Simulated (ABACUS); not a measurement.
**HPbNO4: band structure with r2SCAN**

The system is HPbNO4.

```xyz
7
Lattice="4.2753 -0.0004 0.0064 -2.0840 5.2077 -0.0491 -2.1238 -1.8657 4.9149" Properties=species:S:1:pos:R:3 pbc="T T T"
H     2.2338   -1.5247    4.4769
Pb    0.1373    4.0030    0.6652
N    -2.0197    1.5311    2.4473
O     2.2736    4.7756    0.1022
O    -1.9905    2.6889    2.9560
O     2.2225    1.4102    1.1945
O    -2.0163    0.5081    3.1892
```

The cell was built by a generator and needn't be a form met in nature.

- Program: ABACUS 3.10.1
- Task: band structure
- Functional: r2SCAN
- Potentials or basis: SG15 ONCV 1.2 PBE
- Cutoff: 1320 eV
- Density cutoff: 5279 eV
- Basis: plane waves
- Occupations: fermi-dirac, width 0.05 eV
- Spin: no spin polarisation
- Radial cutoff of the potentials (pseudo_rcut): 7 bohr
- Threshold of the eigensolver: 1e-07 Ry
- Density: read from an earlier self-consistent run
- Path: X-G-Y, L-G-Z, N-G-M, R-G
- Points for each segment of the path: 6
- SCF threshold on the density: 1e-08
- Max SCF steps: 100
- Eigensolver: dav
- Mixing: broyden
- Mixing share: 0.7
- Symmetry key: -1
- Bands: 33

```json
{"Band gap along the path": "3.33 eV, indirect (least direct gap 3.63 eV)"}
```

Levels at the corners of the path, in eV from the Fermi level:
| point | band 18 | band 19 | band 20 | band 21 | band 22 | band 23 | band 24 | band 25 | band 26 | band 27 |
| --- | --- | --- | --- | --- | --- | --- | --- | --- | --- | --- |
| X | -3.15 | -2.80 | -2.73 | -2.16 | -1.99 | 2.47 | 3.22 | 3.97 | 6.76 | 6.84 |
| Γ | -3.42 | -3.22 | -3.20 | -2.15 | -1.57 | 2.62 | 3.60 | 4.39 | 5.21 | 6.69 |
| Y | -3.16 | -2.81 | -2.73 | -2.14 | -2.00 | 2.48 | 3.11 | 4.09 | 6.67 | 6.73 |
| L | -3.20 | -2.99 | -2.94 | -2.07 | -1.80 | 2.38 | 2.70 | 4.53 | 6.46 | 6.99 |
| Γ | -3.42 | -3.22 | -3.20 | -2.15 | -1.57 | 2.62 | 3.60 | 4.39 | 5.21 | 6.69 |
| Z | -3.53 | -3.26 | -1.97 | -1.59 | -1.50 | 2.15 | 4.44 | 4.51 | 5.05 | 6.81 |
| N | -3.35 | -3.20 | -2.31 | -1.85 | -1.20 | 2.45 | 3.42 | 4.66 | 5.06 | 7.64 |
| Γ | -3.42 | -3.22 | -3.20 | -2.15 | -1.57 | 2.62 | 3.60 | 4.39 | 5.21 | 6.69 |
| M | -3.35 | -3.20 | -2.33 | -1.86 | -1.17 | 2.45 | 3.42 | 4.64 | 5.11 | 7.68 |
| R | -3.53 | -3.26 | -1.98 | -1.59 | -1.49 | 2.17 | 4.43 | 4.52 | 5.03 | 6.82 |
| Γ | -3.42 | -3.22 | -3.20 | -2.15 | -1.57 | 2.62 | 3.60 | 4.39 | 5.21 | 6.69 |

Run time: 4.7 min on 4 MPI ranks on Intel(R) Xeon(R) Platinum 8259CL CPU @ 2.50GHz (Skylake/Cascade Lake) (shared host), peak memory 1.2 GiB a rank.

Caveat: the density is read from an earlier self-consistent run, whose mesh may be coarse; spin-orbit coupling is left out, which moves the levels of the heavy elements.
